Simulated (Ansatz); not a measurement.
**Al3Cu: a line through a two-coordinate scan**

The task here is to estimate one member of a computed series from the others.

Method: DFT LDA, scalar-relativistic, plane waves, PAW, in Ansatz 0.2.0.

17 further runs of the same task are left out: 17 set aside as unsound or not needed.

## Starting point

The structure is cubic, space group Pm-3m (No. 221). Conventional cell: a = 3.855 Å, b = 3.855 Å, c = 3.855 Å, α = 90.00°, β = 90.00°, γ = 90.00°. Around Al (site symmetry 4/mmm) lie 8 Al at 2.73 Å and 4 Cu at 2.73 Å. Cu (site symmetry m-3m) is surrounded by 12 Al at 2.73 Å.

Structure file:

```
Al Cu
1.0
     3.85488    0.00000    0.00000
     0.00000    3.85488    0.00000
     0.00000    0.00000    3.85488
Al Cu
3 1
Cartesian
  0.0000 1.9274 1.9274
  1.9274 0.0000 1.9274
  1.9274 1.9274 0.0000
  0.0000 0.0000 0.0000
```

It goes back to an entry of the Materials Project, which need not be the stable form.

It is the result of an earlier relaxation at this level (volume 14.32 Å³/atom; gap on the mesh: none (metal)).

## What is varied

The energy is mapped over volume and the cell's shape.

- volume per atom: 7 values from 13.175 to 15.467 Å³
- c/a of the conventional cell: 7 values from 0.834 to 1.200

Nothing else is relaxed (symmetry fixes all fractional coordinates). Energies count from the relaxed crystal. Points are written as (first, second).

The first run:

The input, input.yaml:

```yaml
crystal:
  lattice:
    - [3.9836786959, 0.0, 0.0]
    - [0.0, 3.9836786959, 0.0]
    - [0.0, 0.0, 3.3207945609]
  atoms:
    - { symbol: Al, position: [0.0, 0.5, 0.5] }
    - { symbol: Al, position: [0.5, 0.0, 0.5] }
    - { symbol: Al, position: [0.5, 0.5, 0.0] }
    - { symbol: Cu, position: [0.0, 0.0, 0.0] }
basis:
  ecutwfc: 520.0
kpoints:
  mp_grid: { grid: [12, 12, 12] }
hamiltonian:
  xc: lda
  pseudopotentials: { kind: paw, azcp: { folder: soft_1 } }
scf:
  occupations: { method: gaussian, width: 0.15 }
output:
  forces: true
  stress: true
  eigenvalues: true
```

The run is started by

```bash
> ansatz run input.yaml --threads 2 --pin off --max-ram 4096MiB --backend cpu --events-out ev --progress --plain --runs-dir out
```

Among the steps run: The run at (13.175 Å³, 0.834); The run at (13.939 Å³, 0.834); Grid point (14.321 Å³, 0.834); Point (14.703 Å³, 0.834); The run at (15.085 Å³, 0.834); Grid point (15.467 Å³, 0.834).

One of the session's tables, all rows but one given; the rest of the session is left out.

| volume per atom (Å³) | energy (meV/atom) | slope (meV/atom per Å³) | pressure (GPa) |
| --- | --- | --- | --- |
| 13.175 | 118 | −68 | 10.9 |
| 13.557 | 97 | −44 | 7.0 |
| 13.939 | 84 | −23 | 3.6 |
| 14.321 | ? | ? | ? |
| 14.703 | 81 | 11 | −1.8 |
| 15.085 | 88 | 25 | −4.0 |
| 15.467 | 100 | 37 | −5.9 |

**Question.** Estimate the row for volume per atom (Å³) = 14.321.

Worked estimate for «energy (meV/atom)». A straight line through the neighbours (13.939, 84) and (14.703, 81) gives 84 + (81 − 84) × (14.321 − 13.939) / (14.703 − 13.939) = 82; a parabola fitted to 4 rows on both sides gives 79.

As computed: energy (meV/atom): 79; slope (meV/atom per Å³): −4; pressure (GPa): 0.7. In «energy (meV/atom)» the line misses by +3 and the parabola by +0.

Energies count from the relaxed crystal. Rows without a step come from runs not printed here or follow by symmetry. Slopes come from the forces (and the stress, where the cell changes), not from differences of energies.

What this shows: The lowest point of the line is at 14.321 Å³, 79 meV/atom from the zero. Energies and slopes round the minimum, fitted together, put the minimum at 14.4203 Å³, with a curvature of about 43 meV/atom per (Å³)². V·d²E/dV² there is about 98 GPa, a bulk modulus under this line's constraint. The highest point computed, at 13.175 Å³, lies 39 meV/atom above the lowest. This is one cut through a surface in two coordinates; the map's lowest point lies off it.

Limits of these values: Warnings in the runs' records: pseudo functional mismatch.
